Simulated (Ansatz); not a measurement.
Task: a rigid scan of one bond angle of HSZn, SMILES [SH][Zn], with the Ansatz DFT code, driven from Python. Give the script and its output. Use (for the species named): Hartree-Fock, def2-TZVP basis, multiplicity 2.

```xyz
3

S    -0.3510    0.3583   -0.1616
Zn    1.4029    0.3385    0.8073
H    -1.0629   -0.7616   -0.6590
```

Script `hszn_bend.py`:
```python
# -*- coding: utf-8 -*-
"""Energy of HSZn against one bond angle."""

import warnings

import ansatz as az
from ase import Atoms

warnings.simplefilter("ignore", az.DeckWarning)

atoms = Atoms(["S", "Zn", "H"], positions=[
    (-0.351, 0.3583, -0.1616),
    (1.4029, 0.3385, 0.8073),
    (-1.0629, -0.7616, -0.659),
])

# start the scan from a relaxed geometry
first = (
    az.Crystal.molecule_from_ase(atoms).calculation()
    .basis(gaussian="def2-TZVP")
    .functional("hf")
    .spin("collinear", total=1)
    .relax(force_tolerance=0.02, max_steps=80)
)
atoms.positions = first.run(threads=1).report["positions_ang"]

rows = []
for angle in [85, 95, 105, 115, 125, 140, 160]:
    bent = atoms.copy()
    bent.set_angle(1, 0, 2, angle, indices=[2])
    base = (
        az.Crystal.molecule_from_ase(bent).calculation()
        .basis(gaussian="def2-TZVP")
        .functional("hf")
        .spin("collinear", total=1)
    )
    rows.append((angle, base.run(threads=1).report["free_energy_ev"]))
floor = min(e for _, e in rows)
for angle, e in rows:
    print(f"angle Zn1-S0-H2 = {angle:3d} deg   {1000 * (e - floor):9.1f} meV")
```

```console
$ python hszn_bend.py
angle Zn1-S0-H2 =  85 deg        33.5 meV
angle Zn1-S0-H2 =  95 deg         0.0 meV
angle Zn1-S0-H2 = 105 deg        34.5 meV
angle Zn1-S0-H2 = 115 deg       128.7 meV
angle Zn1-S0-H2 = 125 deg       272.8 meV
angle Zn1-S0-H2 = 140 deg       553.1 meV
angle Zn1-S0-H2 = 160 deg       939.3 meV
```

The scan is rigid, and the energies are electronic, in a modest basis. The zero is the lowest point of the grid, which needn't be the minimum. The species is open-shell (spin multiplicity 2). Timing: 25 s on 1 thread of Arm Neoverse V2 (shared host), peak memory 0.26 GiB.

(A comment or docstring line of the script was reworded after the run, the code is as it ran; lines on the test bed's own set-up are left out of the output.)
